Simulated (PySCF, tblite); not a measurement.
**diethylsilane (C₄H₁₂Si): a rotation path, then NMR shifts on frames**

Aim: move diethylsilane (C₄H₁₂Si) (`CC[SiH2]CC`) away from its starting geometry and see how NMR shifts follow the geometry.

Programs: tblite 0.8.0 and PySCF 2.14.0, with density-fitted response routines of our own. Each step states its level of theory. These are calculated values for one molecule in the gas phase, unless marked as measured. Atoms are numbered from 0 throughout.

**1. Starting geometry**

17 atoms, charge 0, multiplicity 1; geometry from: GFN2-xTB.

Bonds of the start (Å): C0–C1 1.52, C1–Si2 1.90, Si2–C3 1.91, C3–C4 1.53, C0–H5 1.09, C0–H6 1.09, C0–H7 1.09, C1–H8 1.09, C1–H9 1.09, Si2–H10 1.47, Si2–H11 1.47, C3–H12 1.09, C3–H13 1.09, C4–H14 1.09, C4–H15 1.09, C4–H16 1.09.

**2. The rotation path with GFN2-xTB**

Job settings and geometry (Å):

```
{"job": {"kind": "neb", "xc": "GFN2-xTB", "basis": "xTB", "atoms": [0, 1, 2, 3], "turn": 120}, "charge": 0, "multiplicity": 1}
C      2.663497     0.103818    -0.166206
C      1.265956     0.338751     0.394375
Si    -0.007196    -0.932622    -0.230792
C     -1.739838    -0.477733     0.418968
C     -2.317260     0.776569    -0.228985
H      2.657579     0.180534    -1.250855
H      3.369817     0.835854     0.223087
H      3.020037    -0.888675     0.098977
H      0.949835     1.350939     0.134567
H      1.313490     0.302916     1.484975
H      0.363725    -2.270609     0.252748
H     -0.028178    -0.943253    -1.700547
H     -2.420752    -1.311073     0.241682
H     -1.707398    -0.334699     1.500426
H     -3.309403     0.996891     0.163438
H     -1.681207     1.638661    -0.039986
H     -2.399702     0.645760    -1.305782
```

Level: GFN2-xTB climbing-image nudged elastic band, gas phase.

Run with:

```
OMP_NUM_THREADS=1 python probes_run.py task.json out
```

The driver reads the jobs from task.json and runs them one after another.

The program printed:

```text
image   E - E0 / eV
  0       0.0000
  1       0.0102
  2       0.0260
  3       0.0401
  4       0.0458
  5       0.0415
  6       0.0354
  7       0.0416
  8       0.0292
```

Run time: 2.4 s. Hardware: 1 thread of Intel Xeon Platinum 8488C, shared host; peak memory 0.18 GiB.

The final band, with the dihedral C0–C1–Si2–C3:

```
image  dihedral (°)  energy (eV)  energy (kcal/mol)
    0          -176        0.000                0.0
    1          -162        0.010                0.2
    2          -148        0.026                0.6
    3          -134        0.040                0.9
    4          -119        0.046                1.1
    5          -105        0.041                1.0
    6           -91        0.035                0.8
    7           -76        0.042                1.0
    8           -63        0.029                0.7
```

**3. Shielding tensors: image 0, PBE0/pcSseg-1**

Job settings and geometry (Å):

```
{"job": {"kind": "nmr", "xc": "PBE0", "basis": "pcSseg-1", "pop": false}, "charge": 0, "multiplicity": 1}
C      2.663500     0.103800    -0.166200
C      1.266000     0.338800     0.394400
Si    -0.007200    -0.932600    -0.230800
C     -1.739800    -0.477700     0.419000
C     -2.317300     0.776600    -0.229000
H      2.657600     0.180500    -1.250900
H      3.369800     0.835900     0.223100
H      3.020000    -0.888700     0.099000
H      0.949800     1.350900     0.134600
H      1.313500     0.302900     1.485000
H      0.363700    -2.270600     0.252700
H     -0.028200    -0.943300    -1.700500
H     -2.420800    -1.311100     0.241700
H     -1.707400    -0.334700     1.500400
H     -3.309400     0.996900     0.163400
H     -1.681200     1.638700    -0.040000
H     -2.399700     0.645800    -1.305800
```

With the program's defaults for keys left out, this is: GIAO PBE0/pcSseg-1 NMR shielding, non-relativistic, gas phase.

The program printed:

```text
coarse grid: 13408 points
cycle   1  E = -448.7084699396  dE =  8.236e-02  |g| = 4.455e-01  |ddm| = 3.374e+00
cycle   2  E = -448.6907831330  dE =  1.769e-02  |g| = 5.190e-01  |ddm| = 8.068e-01
cycle   3  E = -448.7617001148  dE = -7.092e-02  |g| = 2.468e-02  |ddm| = 4.515e-01
cycle   4  E = -448.7618349001  dE = -1.348e-04  |g| = 1.019e-02  |ddm| = 3.542e-02
cycle   5  E = -448.7618581830  dE = -2.328e-05  |g| = 3.787e-03  |ddm| = 1.146e-02
cycle   6  E = -448.7618615230  dE = -3.340e-06  |g| = 2.977e-04  |ddm| = 2.746e-03
final grid: 121224 points
cycle   7  E = -448.7912680570  dE = -2.783e-05  |g| = 8.213e-03  |ddm| = 2.046e-02
cycle   8  E = -448.7912608328  dE =  7.224e-06  |g| = 9.782e-03  |ddm| = 1.436e-02
cycle   9  E = -448.7912855368  dE = -2.470e-05  |g| = 3.168e-04  |ddm| = 7.855e-03
cycle  10  E = -448.7912855542  dE = -1.739e-08  |g| = 1.349e-04  |ddm| = 3.825e-04
cycle  11  E = -448.7912855584  dE = -4.206e-09  |g| = 2.906e-05  |ddm| = 1.148e-04
cycle  12  E = -448.7912855586  dE = -1.901e-10  |g| = 5.238e-06  |ddm| = 3.219e-05
converged SCF energy = -448.7912855586

GIAO shielding tensors (ppm)
atom      isotropic    diamagn.    paramagn.     s11        s22        s33       span
  0 C      175.253     245.112     -69.858    167.523    169.826    188.411     20.888
  1 C      181.579     253.967     -72.388    171.959    180.694    192.084     20.125
  2 Si     379.599     881.857    -502.259    342.284    368.900    427.612     85.328
  3 C      180.417     252.731     -72.314    175.251    181.428    184.571      9.319
  4 C      174.878     247.257     -72.379    165.673    171.696    187.265     21.592
  5 H       30.773      29.439       1.334     26.131     29.181     37.007     10.876
  6 H       30.233      27.784       2.450     25.000     27.696     38.005     13.006
  7 H       30.713      28.898       1.815     26.096     29.036     37.007     10.911
  8 H       30.798      33.756      -2.958     25.267     30.724     36.403     11.136
  9 H       31.116      32.846      -1.729     25.826     30.278     37.245     11.419
 10 H       27.598      30.731      -3.133     24.032     26.242     32.520      8.488
 11 H       27.861      31.100      -3.239     24.639     26.771     32.173      7.534
 12 H       30.999      30.725       0.274     25.741     29.171     38.084     12.343
 13 H       31.105      32.441      -1.335     26.994     29.191     37.131     10.137
 14 H       30.269      28.261       2.008     25.074     27.666     38.066     12.992
 15 H       30.716      31.619      -0.904     25.615     30.505     36.027     10.412
 16 H       30.770      30.224       0.546     26.440     28.885     36.984     10.544
```

It took 14 s on 1 thread of Intel Xeon Platinum 8488C, shared host; peak memory 0.72 GiB.

The references, computed at this level on geometries of the same kind, shield at (ppm): 1H TMS 31.72, 13C TMS 186.9, 29Si TMS 349.2. Their shielding less the atom's gives the shift. The references are single molecules in the gas phase. Each atom is listed at this fixed geometry, with no averaging over motion; a spectrum would average atoms that exchange fast.

```csv
atoms,environment,σ (ppm),δ (ppm)
C4,methyl carbon,174.9,12.0
C0,methyl carbon,175.3,11.7
C3,sp3 CH2 bonded to Si,180.4,6.5
C1,sp3 CH2 bonded to Si,181.6,5.3
H10,hydrogen on a silicon bonded to 2 C,27.60,4.12
H11,hydrogen on a silicon bonded to 2 C,27.86,3.86
H6,hydrogen on a methyl carbon,30.23,1.48
H14,hydrogen on a methyl carbon,30.27,1.45
H7,hydrogen on a methyl carbon,30.71,1.00
H15,hydrogen on a methyl carbon,30.72,1.00
H16,hydrogen on a methyl carbon,30.77,0.95
H5,hydrogen on a methyl carbon,30.77,0.94
H8,hydrogen on an sp3 CH2 bonded to Si,30.80,0.92
H12,hydrogen on an sp3 CH2 bonded to Si,31.00,0.72
H13,hydrogen on an sp3 CH2 bonded to Si,31.11,0.61
H9,hydrogen on an sp3 CH2 bonded to Si,31.12,0.60
Si2,"silicon bonded to 2 C, 2 H",379.6,-30.4
```

**4. Shielding tensors: image 2, PBE0/pcSseg-1**

Job settings and geometry (Å):

```
{"job": {"kind": "nmr", "xc": "PBE0", "basis": "pcSseg-1", "pop": false}, "charge": 0, "multiplicity": 1}
C      2.531300     0.262100    -0.303400
C      1.297300     0.181000     0.587600
Si    -0.011800    -1.049600    -0.055300
C     -1.754200    -0.434700     0.412200
C     -2.193400     0.798100    -0.371300
H      2.261000     0.603700    -1.300200
H      3.264900     0.955200     0.106500
H      3.000500    -0.714500    -0.397900
H      0.866100     1.179800     0.682200
H      1.609300    -0.111900     1.592200
H      0.220300    -2.371900     0.544300
H      0.082900    -1.173600    -1.516600
H     -2.473600    -1.237300     0.242900
H     -1.794000    -0.208200     1.479300
H     -3.185900     1.123900    -0.062800
H     -1.504200     1.625200    -0.211900
H     -2.223700     0.584700    -1.437800
```

Level: GIAO PBE0/pcSseg-1 NMR shielding, non-relativistic, gas phase.

The program printed:

```text
coarse grid: 13408 points
cycle   1  E = -448.7073849276  dE =  8.041e-02  |g| = 4.450e-01  |ddm| = 3.372e+00
cycle   2  E = -448.6892878140  dE =  1.810e-02  |g| = 5.201e-01  |ddm| = 8.052e-01
cycle   3  E = -448.7604881667  dE = -7.120e-02  |g| = 2.528e-02  |ddm| = 4.514e-01
cycle   4  E = -448.7606347596  dE = -1.466e-04  |g| = 9.498e-03  |ddm| = 3.611e-02
cycle   5  E = -448.7606548368  dE = -2.008e-05  |g| = 3.736e-03  |ddm| = 1.122e-02
cycle   6  E = -448.7606581006  dE = -3.264e-06  |g| = 3.631e-04  |ddm| = 2.802e-03
final grid: 121224 points
cycle   7  E = -448.7900775283  dE = -2.650e-05  |g| = 8.010e-03  |ddm| = 2.064e-02
cycle   8  E = -448.7900704562  dE =  7.072e-06  |g| = 9.576e-03  |ddm| = 1.393e-02
cycle   9  E = -448.7900941578  dE = -2.370e-05  |g| = 3.100e-04  |ddm| = 7.704e-03
cycle  10  E = -448.7900941750  dE = -1.721e-08  |g| = 1.225e-04  |ddm| = 3.671e-04
cycle  11  E = -448.7900941784  dE = -3.388e-09  |g| = 3.035e-05  |ddm| = 1.073e-04
cycle  12  E = -448.7900941786  dE = -2.135e-10  |g| = 4.973e-06  |ddm| = 3.410e-05
converged SCF energy = -448.7900941786

GIAO shielding tensors (ppm)
atom      isotropic    diamagn.    paramagn.     s11        s22        s33       span
  0 C      173.751     245.523     -71.772    163.005    171.721    186.529     23.524
  1 C      183.187     253.756     -70.569    175.767    179.663    194.132     18.364
  2 Si     378.892     881.598    -502.706    335.697    376.701    424.277     88.580
  3 C      180.630     252.392     -71.761    175.420    182.479    183.992      8.572
  4 C      175.579     247.379     -71.800    165.769    173.370    187.598     21.829
  5 H       30.726      30.136       0.591     26.079     29.435     36.665     10.586
  6 H       30.293      28.013       2.280     25.102     27.686     38.091     12.989
  7 H       30.716      28.918       1.798     26.186     28.881     37.081     10.895
  8 H       30.968      33.948      -2.980     25.759     30.514     36.631     10.872
  9 H       30.942      31.981      -1.040     25.993     29.434     37.398     11.406
 10 H       27.471      30.455      -2.985     23.923     25.884     32.605      8.682
 11 H       27.972      31.078      -3.106     24.708     27.110     32.099      7.391
 12 H       31.013      30.498       0.516     25.700     29.135     38.205     12.505
 13 H       31.159      32.106      -0.947     26.999     29.165     37.313     10.314
 14 H       30.272      28.344       1.927     25.059     27.668     38.088     13.029
 15 H       30.676      31.733      -1.058     25.640     30.471     35.915     10.275
 16 H       30.781      30.342       0.439     26.462     28.811     37.071     10.609
```

Run time: 14 s. Hardware: 1 thread of Intel Xeon Platinum 8488C, shared host; peak memory 0.78 GiB.

In short: δ C0 13.2, C4 11.3, C3 6.3, C1 3.7, H10 4.25, H11 3.74 ppm.

(Part 1 of 2 ends here.)
